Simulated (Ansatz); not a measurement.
Task: a relaxed scan of one distance of CH₃OZn, SMILES C[O][Zn], with Ansatz 0.2.0 through its Python package. Give the script and its output. Settings (for the species named): B3LYP, def2-SVP basis, multiplicity 2.

Input file `ch3ozn.xyz`:
```text
6

C     0.42800   -0.18770    0.29180
O    -0.80150    0.49910   -0.09610
Zn   -1.73620    0.54690   -1.35790
H     0.30310   -1.23050    0.23540
H     1.19800    0.13750   -0.43170
H     0.65080    0.17070    1.31230
```

Script `ch3ozn_relaxed_scan.py`:
```python
"""One bond of CH3OZn held at set lengths while the rest relaxes."""

import ansatz
import numpy as np

mol = ansatz.Crystal.molecule_from_extxyz("ch3ozn.xyz")

job = (
    mol.calculation()
    .basis(gaussian="def2-SVP")
    .functional("b3lyp")
    .spin("collinear", total=1)
)
symbols = [site.symbol for site in mol.cartesian_sites]
pairs = [(0, 1), (0, 3), (0, 4), (0, 5), (1, 2)]
print("held (A)   E (eV)        ", "  ".join(f"{symbols[i]}{i}-{symbols[j]}{j}" for i, j in pairs))
for length in [1.02, 1.11, 1.19, 1.33, 1.49]:
    report = job.relax(constraints=[ansatz.DistanceConstraint((0, 4), at=length)], force_tolerance=0.02, max_steps=60).run(threads=1).report
    xyz = np.array(report["positions_ang"])
    print(f"{length:6.2f} {report['free_energy_ev']:14.5f}  ", "  ".join(f"{np.linalg.norm(xyz[i] - xyz[j]):.3f}" for i, j in pairs))
```

```console
$ python ch3ozn_relaxed_scan.py
held (A)   E (eV)         C0-O1  C0-H3  C0-H4  C0-H5  O1-Zn2
DeckWarning: relax.constraints: the input's atoms, or those drawn, lie off the distances that are held; a relaxation that starts there is brought onto them ahead of its first SCF, by positions alone, [...]
  1.02   -51543.39797   1.401  1.112  1.020  1.110  1.846
  1.11   -51543.54930   1.394  1.112  1.110  1.109  1.847
  1.19   -51543.47198   1.388  1.111  1.190  1.109  1.848
  1.33   -51543.09047   1.375  1.110  1.330  1.107  1.852
  1.49   -51542.51419   1.359  1.107  1.490  1.105  1.858
```
(Warnings from the package without file and line, shortened, repeats left out.)

Caveats:
- Total energies depend on the basis set; only differences at equal settings carry meaning.
- The energies are electronic: no zero-point or thermal terms, and the basis set is short of its limit.
- The run takes the species as open-shell (spin multiplicity 2), which needn't be its ground state.
- b3lyp holds the VWN-RPA fit, as in Gaussian; the form of ORCA and Turbomole is b3lyp5.
- It ran for 4.6 min on 1 thread of Intel(R) Xeon(R) Platinum 8259CL CPU @ 2.50GHz (Skylake/Cascade Lake), on a shared host, peak memory 0.29 GiB.
